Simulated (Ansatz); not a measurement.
# ZrCu2GeS4, relaxed, part 2 of 2

Aim: in ZrCu2GeS4, a structure type of another compound, with these elements put in, relax cell and atoms, then read levels, charges and fields where it ends.

Ansatz 0.2.0; DFT, PBEsol, no spin polarisation, plane waves, PAW. Relaxing cell and atoms. The steps go on from the part before.

**6. Real-space fields**

Maps in the plane spanned by a and b at height 0.718 along c (axes of the input's cell), one cell: a runs left to right (17 points from zero), b bottom to top (17 points), 90° apart. Near the nuclei they are pseudo-fields.

Valence density. Ten steps from '0' (0.02 e/Å³) to '9' (1.15 e/Å³), finer at the low end (step k begins (100^(k/10) - 1)/99 of the way up):
```
98642100123579989
98642100013579958
98643200012468999
87654211123467899
76554332223456677
55655554444444455
45566676654433233
34567899875422112
23568999986421001
13579978996421000
13579977997531000
13468999986532211
23467899876544322
44456677666555444
65544455555656666
87543333345567888
98642111234578999
```

ELF. Ten even steps from '0' (0.01) to '9' (0.85):
```
89731000001489702
89731000001489600
99621000000379967
96311100000258999
63111110001125788
21111233211112344
11113677632110011
11136999973100000
11269988996200000
01489700897300000
01489700897310000
01379977996211000
00158999963111111
21125788631111233
63111344211113677
97310111111136999
99620000111269988
```

Atoms within 0.2 Å of the plane, in fractions of a and b: S at (0.38, 0.38), S at (0.90, 0.90).

Along short contacts, where the density is least:

```csv
contact,length (Å),minimum at (fraction),density (e/Å³),ELF
S1–Cu7,2.296,0.55,0.504,0.23
S1–Ge5,2.543,0.53,0.392,0.51
```

**7. Outcome**

The summary covers parts 1 to 2.

| quantity | value |
| --- | --- |
| moves | 6 |
| energy gained | 113.5 meV/atom |
| largest move | 0.24 Å (S) |
| space group (0.01 Å), before / after | I-42m / I-42m |
| cell | a = 5.635 Å, b = 5.635 Å, c = 6.576 Å, α = 64.63°, β = 64.63°, γ = 90.00° |
| volume | 20.76 Å³/atom (+9.6 %) |
| pressure at the end | 0.00 GPa |
| formation energy (elements from separate runs) | -0.60 eV/atom |
| gap (mesh) | 0.37 eV, indirect |
| least direct gap | 0.81 eV |
| Bader charges | S -0.92, Ge +0.85, Zr +1.87, Cu +0.47 e |

**Reading.** The volume grew by 9.6 %, and the largest move of an atom is 0.24 Å apart from the change of the cell; the energy fell by 113.5 meV per atom. The run held to 8 symmetry operations, so a lower structure without them is not ruled out. It is gapped: 0.37 eV, with the least direct gap at 0.81 eV; within 0.7 eV of the edges the states project mainly on S p (49 %), Ge s (16 %) and Cu d (14 %) below and Zr d (51 %) and Ge p (20 %) above. Gaps from semilocal functionals tend to lie below the measured ones. By Bader's partition Zr gives up most (+1.87 e) and S takes most (-0.92 e). Set against separate runs on the elements (alpha-S8 (Fddd), Ge diamond, Zr hcp, Cu fcc), it forms at -0.60 eV per atom, a bound cell by that test.
